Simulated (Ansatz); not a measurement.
Sc, space group Fm-3m, a comparison of functionals at one structure

Computed with the Ansatz DFT code, driven from Python.

Typed at the interpreter:
```pycon
>>> from dataclasses import dataclass
>>> import warnings
>>> import ansatz as az
>>> @dataclass
... class Options:
...     k_spacing: float = 0.2
...
>>> cfg = Options()
>>> warnings.simplefilter("ignore", az.DeckWarning)
>>> lattice = az.Lattice.of(
...     (0.0, 2.26, 2.26),
...     (2.26, 0.0, 2.26),
...     (2.26, 2.26, 0.0),
... )
>>> sites = [
...     ("Sc", (0.0, 0.0, 0.0)),
... ]
>>> xtal = az.Crystal(lattice=lattice)
>>> for symbol, position in sites:
...     xtal = xtal.atom(symbol, position)
...
>>> model = (
...     xtal.calculation()
...     .pseudopotentials("paw")
...     .basis(21 * az.Ha)
...     .kpoints(spacing=cfg.k_spacing)
...     .occupations(az.OccupationsMethod.GAUSSIAN)
... )
>>> rows = []
>>> for value in ["pbesol", "blyp", "lda"]:
...     rep = model.functional(value).run().report
...     rows.append((value, rep["free_energy_ev"] / len(rep["lattice"]["sites"]), rep["n_iterations"], rep["n_kpoints"]))
...
>>> print("  functional   F/atom (eV)    iterations      k-points")
  functional   F/atom (eV)    iterations      k-points
>>> for row in rows:
...     print(f"{str(row[0]):>12s}  {row[1]:12.5f}  {row[2]:12d}  {row[3]:12d}")
...
      pbesol   -2111.32599             6            84
        blyp   -2141.71981             6            84
         lda   -2088.97531             6            84
```

Notes:
- BLYP can be off by several per cent in the lattices of metals, and by several GPa in the pressure at a fixed cell.
- This isn't the structure that Sc takes at ambient conditions.
- Total energies of different functionals can't be compared; pressures, moments and gaps at this one structure can.
- Timing: 3.7 s on 1 thread of Arm Neoverse V2 (shared host), peak memory 0.35 GiB.
